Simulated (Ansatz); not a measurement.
# LiRh: the cost of one run

Computed with Ansatz 0.2.0 (DFT PBEsol, with the methods named in each step, unless a step's input says otherwise).

### Step 1. The system as given

It takes space group P-6m2 (No. 187, hexagonal). The conventional cell has a = 2.640 Å, b = 2.640 Å, c = 4.368 Å, α = 90.00°, β = 90.00°, γ = 120.00°. Around Li (site symmetry -6m2) lie 6 Li at 2.64 Å and 6 Rh at 2.66 Å. Rh (site symmetry -6m2) is surrounded by 6 Rh at 2.64 Å and 6 Li at 2.66 Å.

Coordinates:

```xyz
2
Lattice="2.6398 0.0000 0.0000 -1.3199 2.2861 0.0000 0.0000 0.0000 4.3677" Properties=species:S:1:pos:R:3 pbc="T T T"
Li    0.0000    0.0000    2.1839
Rh    1.3199    0.7620    0.0000
```

Whether this phase is the stable one at these pressures isn't tested.

Atoms are numbered in the order of the input: Li1, Rh2.

### Step 2. The reference volume, LAPW

Input file input.yaml:

```yaml
crystal:
  lattice:
    - [2.6397843896, 0.0, 0.0]
    - [-1.3198921948, 2.2861203419, 0.0]
    - [0.0, 0.0, 4.3677293311]
  atoms:
    - { symbol: Li, position: [0.0, 0.0, 0.5] }
    - { symbol: Rh, position: [0.6666666667, 0.3333333333, 0.0], spin: 1.0 }
magnetization:
  spin_polarized: true
kpoints:
  mp_grid: { grid: [16, 16, 8] }
  band_path:
    path:
      - [0.0, 0.0, 0.0]
      - [0.5, 0.0, 0.0]
      - [0.3333333333, 0.3333333333, 0.0]
      - [0.0, 0.0, 0.0]
      - [0.0, 0.0, 0.5]
      - [0.5, 0.0, 0.5]
      - [0.3333333333, 0.3333333333, 0.5]
      - [0.0, 0.0, 0.5]
      - [0.5, 0.0, 0.5]
    npoints: 14
scf:
  occupations: { method: fermi_dirac, width: 0.05 }
hamiltonian:
  xc: pbesol
  pseudopotentials: { kind: all_electron, lapw: { basis_error: 0.001 } }
output:
  forces: true
  stress: true
  eigenvalues: true
  populations: true
```

Launch:

```sh
$ ansatz run input.yaml --threads 1 --pin off --max-ram 2048MiB --backend cpu --events-out ev --progress --plain --runs-dir out
```

Q: Estimate wall time and peak memory on 1 thread of AMD EPYC 7R43 (Zen 3), shared host.

About 3.1 min, with a peak of 0.7 GiB.
